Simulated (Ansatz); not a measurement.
**CH2BFN2: how energies converge with the basis set**

Aim: see how fast density functionals converge with the basis set for CH2BFN2.

The runs use Ansatz 0.2.0, Gaussian basis; one geometry, several basis sets.

The runs, in order: PBE0-D4/def2-SVP; ωB97M-V/def2-SVP; PBE0-D4/def2-QZVPP; ωB97M-V/def2-QZVPP; the functionals' def2-TZVPP values are taken from earlier runs.

## (1) The relaxed structure

All runs share one geometry, relaxed beforehand with PBE0-D4 in a triple-zeta def2 set.

7 atoms, charge 0, spin multiplicity 1.

Atoms are counted from 1 here; the program's logs count them from 0.

Bond lengths: N1–C2 1.253 Å, N1–H6 1.016 Å, C2–N3 1.415 Å, C2–B4 1.518 Å, N3–B4 1.377 Å, N3–H7 1.010 Å, B4–F5 1.306 Å. Angles: C2–N1–H6 110.4°, N1–C2–N3 132.7°, N1–C2–B4 171.5°, N3–C2–B4 55.9°, C2–N3–B4 65.9°, C2–N3–H7 135.9°, B4–N3–H7 158.2°, C2–B4–N3 58.3°, C2–B4–F5 159.2°, N3–B4–F5 142.5°.

## (2) PBE0-D4 in def2-SVP

Contents of in.yaml:

```yaml
crystal:
  periodic: [false, false, false]
  atoms:
    - {symbol: N, position_ang: [-0.818689, -0.082779, 1.491552]}
    - {symbol: C, position_ang: [-0.292286, 0.037947, 0.360580]}
    - {symbol: N, position_ang: [0.879481, -0.506765, -0.214890]}
    - {symbol: B, position_ang: [0.171646, 0.321020, -1.056728]}
    - {symbol: F, position_ang: [0.176767, 0.823278, -2.262361]}
    - {symbol: H, position_ang: [-1.671966, 0.466363, 1.546366]}
    - {symbol: H, position_ang: [1.616249, -1.127063, 0.089682]}
basis:
  gaussian: {orbitals: def2-SVP}
hamiltonian: {xc: pbe0, dispersion: d4}
output: {orbitals: {seedname: orbitals}}
```

The run is started by

```console
ansatz run in.yaml --threads 2 --pin off --events-out ev --progress --plain --max-ram 4352MiB
```

After this run come: ωB97M-V in def2-SVP; PBE0-D4 in def2-QZVPP; ωB97M-V in def2-QZVPP.

**Question.** What will the summary of the whole plan be? Wanted: PBE0-D4: double and triple zeta above quadruple; ωB97M-V: double and triple zeta above quadruple.

The runs gave:

| quantity | value |
| --- | --- |
| PBE0-D4: double and triple zeta above quadruple | 9.00, 0.41 eV |
| ωB97M-V: double and triple zeta above quadruple | 9.18, 0.37 eV |

What this shows: For PBE0-D4 the step from double to triple zeta gains 8.59 eV and the next only 0.41 eV. Total energies overstate the basis error of differences, where much of it tends to cancel. The LUMO of ωB97M-V is positive and keeps falling with the basis (2.26 to 1.49 eV): an unbound level that the basis holds in place.
